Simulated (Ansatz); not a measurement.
Born–Oppenheimer molecular dynamics of a periodic cell of 16 atoms, WC (start crystal WC, start structure P-6m2, volume 1 times the crystal's). It starts from an unrelaxed structure (largest force component 0.08 eV/Å).

Computed with Ansatz, DFT LDA, scalar-relativistic, plane waves, PAW. Settings: accuracy low, PAW set soft_1, cutoff 420 eV, k mesh 2x2x2, fermi-dirac smearing 0.36 eV, no spin polarisation.

```
ensemble             : NVT, Langevin thermostat
time step            : 1 fs
steps asked          : 460
set temperature      : 300 K
friction             : 0.02 /fs
temperature schedule : 460 steps to 4200 K
seed                 : 548731
```

Frames 2 fs apart, positions in Å.

Velocities at 180 fs (Å/ps):

```
W 2.09 1.84 -1.04
C 12.38 0.12 -2.45
W 3.80 -4.21 -0.37
C -3.36 -26.69 -9.33
W 3.08 0.50 3.47
C 9.14 8.79 -2.42
W -0.56 -2.48 -2.94
C -7.53 -12.41 15.11
W 3.54 -1.15 -1.43
C 12.19 5.22 -0.60
W 1.14 1.66 1.27
C 17.89 -23.90 -4.04
W -3.38 2.01 -4.00
C 4.32 -10.13 -6.50
W 0.97 0.56 1.19
C 14.73 -4.37 -11.91
```

```xyz
16
Lattice="-2.8347 -4.9099 0.0000 4.2521 -2.4549 0.0000 0.0000 0.0000 5.5724" Properties=species:S:1:pos:R:3 time_fs=180 energy_less_start_eV=2.867 T=1579
W 0.059 -4.942 0.140
C 1.520 -4.144 1.392
W 0.238 -4.934 2.866
C 1.504 -4.173 4.350
W -1.422 -2.489 0.040
C 0.059 -1.841 1.518
W -1.343 -2.498 2.843
C 0.018 -1.687 4.301
W 1.554 -2.571 0.122
C 2.736 -1.642 1.454
W 1.524 -2.416 2.899
C 2.974 -1.538 4.363
W 0.007 0.073 0.034
C -1.466 -4.127 1.464
W 0.018 -0.029 2.844
C -1.305 -4.219 4.154
16
Lattice="-2.8347 -4.9099 0.0000 4.2521 -2.4549 0.0000 0.0000 0.0000 5.5724" Properties=species:S:1:pos:R:3 time_fs=182 energy_less_start_eV=2.944 T=1351
W 0.061 -4.938 0.138
C 1.535 -4.150 1.388
W 0.245 -4.942 2.865
C 1.494 -4.220 4.330
W -1.413 -2.489 0.046
C 0.081 -1.829 1.511
W -1.345 -2.503 2.837
C 0.006 -1.704 4.327
W 1.560 -2.571 0.119
C 2.765 -1.636 1.450
W 1.526 -2.412 2.901
C 3.005 -1.585 4.351
W 0.001 0.076 0.029
C -1.457 -4.147 1.449
W 0.022 -0.029 2.847
C -1.276 -4.224 4.137
16
Lattice="-2.8347 -4.9099 0.0000 4.2521 -2.4549 0.0000 0.0000 0.0000 5.5724" Properties=species:S:1:pos:R:3 time_fs=184 energy_less_start_eV=3.064 T=1339
W 0.063 -4.933 0.136
C 1.547 -4.160 1.396
W 0.253 -4.950 2.862
C 1.478 -4.255 4.312
W -1.403 -2.487 0.054
C 0.119 -1.812 1.497
W -1.347 -2.506 2.831
C -0.003 -1.719 4.338
W 1.564 -2.571 0.119
C 2.799 -1.629 1.448
W 1.526 -2.407 2.905
C 3.027 -1.629 4.328
W -0.005 0.077 0.024
C -1.450 -4.162 1.431
W 0.025 -0.030 2.850
C -1.250 -4.231 4.133
16
Lattice="-2.8347 -4.9099 0.0000 4.2521 -2.4549 0.0000 0.0000 0.0000 5.5724" Properties=species:S:1:pos:R:3 time_fs=186 energy_less_start_eV=3.180 T=1256
W 0.065 -4.931 0.135
C 1.556 -4.168 1.405
W 0.261 -4.956 2.857
C 1.466 -4.284 4.296
W -1.393 -2.485 0.060
C 0.156 -1.781 1.480
W -1.349 -2.509 2.827
C 0.001 -1.728 4.344
W 1.568 -2.571 0.119
C 2.837 -1.618 1.457
W 1.528 -2.402 2.909
C 3.035 -1.665 4.292
W -0.010 0.078 0.019
C -1.439 -4.176 1.405
W 0.027 -0.032 2.851
C -1.228 -4.229 4.136
16
Lattice="-2.8347 -4.9099 0.0000 4.2521 -2.4549 0.0000 0.0000 0.0000 5.5724" Properties=species:S:1:pos:R:3 time_fs=188 energy_less_start_eV=3.276 T=1456
W 0.066 -4.932 0.134
C 1.558 -4.173 1.416
W 0.266 -4.958 2.853
C 1.458 -4.308 4.279
W -1.382 -2.485 0.066
C 0.187 -1.740 1.454
W -1.354 -2.510 2.823
C 0.016 -1.728 4.349
W 1.572 -2.568 0.117
C 2.881 -1.607 1.472
W 1.530 -2.400 2.911
C 3.032 -1.696 4.243
W -0.016 0.074 0.013
C -1.430 -4.198 1.378
W 0.030 -0.036 2.851
C -1.212 -4.223 4.138
16
Lattice="-2.8347 -4.9099 0.0000 4.2521 -2.4549 0.0000 0.0000 0.0000 5.5724" Properties=species:S:1:pos:R:3 time_fs=190 energy_less_start_eV=3.357 T=1190
W 0.066 -4.933 0.133
C 1.550 -4.177 1.433
W 0.269 -4.958 2.847
C 1.457 -4.322 4.269
W -1.372 -2.486 0.073
C 0.209 -1.694 1.419
W -1.357 -2.509 2.820
C 0.033 -1.725 4.347
W 1.578 -2.565 0.116
C 2.924 -1.605 1.478
W 1.532 -2.399 2.913
C 3.013 -1.715 4.190
W -0.020 0.070 0.008
C -1.423 -4.220 1.354
W 0.035 -0.039 2.850
C -1.207 -4.218 4.138
16
Lattice="-2.8347 -4.9099 0.0000 4.2521 -2.4549 0.0000 0.0000 0.0000 5.5724" Properties=species:S:1:pos:R:3 time_fs=192 energy_less_start_eV=3.475 T=1183
W 0.068 -4.935 0.133
C 1.541 -4.184 1.451
W 0.271 -4.959 2.842
C 1.462 -4.331 4.273
W -1.365 -2.487 0.082
C 0.222 -1.647 1.383
W -1.360 -2.507 2.819
C 0.047 -1.718 4.337
W 1.583 -2.564 0.116
C 2.968 -1.607 1.483
W 1.533 -2.401 2.913
C 2.986 -1.728 4.145
W -0.019 0.066 0.003
C -1.418 -4.237 1.327
W 0.039 -0.044 2.849
C -1.209 -4.210 4.147
16
Lattice="-2.8347 -4.9099 0.0000 4.2521 -2.4549 0.0000 0.0000 0.0000 5.5724" Properties=species:S:1:pos:R:3 time_fs=194 energy_less_start_eV=3.608 T=1365
W 0.071 -4.937 0.133
C 1.528 -4.183 1.470
W 0.271 -4.960 2.836
C 1.469 -4.334 4.281
W -1.360 -2.491 0.091
C 0.236 -1.593 1.348
W -1.362 -2.506 2.821
C 0.060 -1.705 4.316
W 1.587 -2.564 0.116
C 3.010 -1.617 1.493
W 1.534 -2.402 2.910
C 2.953 -1.736 4.106
W -0.018 0.062 -0.003
C -1.411 -4.248 1.315
W 0.044 -0.051 2.847
C -1.223 -4.199 4.164
16
Lattice="-2.8347 -4.9099 0.0000 4.2521 -2.4549 0.0000 0.0000 0.0000 5.5724" Properties=species:S:1:pos:R:3 time_fs=196 energy_less_start_eV=3.818 T=1268
W 0.074 -4.939 0.133
C 1.524 -4.173 1.494
W 0.271 -4.961 2.830
C 1.480 -4.326 4.291
W -1.354 -2.495 0.100
C 0.253 -1.532 1.319
W -1.364 -2.504 2.825
C 0.071 -1.691 4.293
W 1.588 -2.564 0.118
C 3.047 -1.631 1.510
W 1.533 -2.402 2.906
C 2.920 -1.738 4.071
W -0.014 0.058 -0.009
C -1.407 -4.248 1.307
W 0.047 -0.056 2.843
C -1.249 -4.185 4.191
16
Lattice="-2.8347 -4.9099 0.0000 4.2521 -2.4549 0.0000 0.0000 0.0000 5.5724" Properties=species:S:1:pos:R:3 time_fs=198 energy_less_start_eV=4.162 T=1128
W 0.077 -4.942 0.132
C 1.527 -4.157 1.509
W 0.269 -4.961 2.824
C 1.501 -4.312 4.302
W -1.349 -2.496 0.107
C 0.263 -1.480 1.290
W -1.366 -2.501 2.829
C 0.067 -1.690 4.280
W 1.590 -2.565 0.122
C 3.080 -1.643 1.532
W 1.532 -2.405 2.900
C 2.894 -1.731 4.044
W -0.010 0.052 -0.018
C -1.410 -4.251 1.294
W 0.049 -0.059 2.840
C -1.280 -4.174 4.217
16
Lattice="-2.8347 -4.9099 0.0000 4.2521 -2.4549 0.0000 0.0000 0.0000 5.5724" Properties=species:S:1:pos:R:3 time_fs=200 energy_less_start_eV=4.363 T=1163
W 0.083 -4.947 0.128
C 1.534 -4.141 1.519
W 0.264 -4.960 2.818
C 1.527 -4.289 4.311
W -1.347 -2.499 0.114
C 0.267 -1.442 1.258
W -1.367 -2.498 2.835
C 0.062 -1.701 4.262
W 1.591 -2.566 0.127
C 3.103 -1.660 1.551
W 1.531 -2.408 2.894
C 2.879 -1.727 4.041
W -0.006 0.046 -0.027
C -1.413 -4.243 1.289
W 0.051 -0.060 2.837
C -1.314 -4.165 4.241
16
Lattice="-2.8347 -4.9099 0.0000 4.2521 -2.4549 0.0000 0.0000 0.0000 5.5724" Properties=species:S:1:pos:R:3 time_fs=202 energy_less_start_eV=4.328 T=1177
W 0.092 -4.952 0.125
C 1.540 -4.118 1.522
W 0.257 -4.961 2.812
C 1.547 -4.255 4.317
W -1.344 -2.503 0.120
C 0.261 -1.409 1.235
W -1.368 -2.494 2.841
C 0.055 -1.715 4.243
W 1.589 -2.564 0.131
C 3.107 -1.675 1.563
W 1.529 -2.410 2.887
C 2.870 -1.724 4.056
W 0.000 0.042 -0.035
C -1.411 -4.223 1.296
W 0.054 -0.060 2.833
C -1.341 -4.160 4.255
```

Of the whole run (460 fs, mean temperature of the second half 2597 K): The schedule's set-point averaged 3225 K over the second half and the system 2597 K, so it lags behind the ramp. A run of 0.46 ps of so small a system gives no equilibrium averages. Limits of this set-up: coarse k mesh, PAW files made for another functional, low accuracy level.

The run took 40 min on 1 thread of Arm Neoverse V1, on a shared host, peak memory 0.58 GiB.
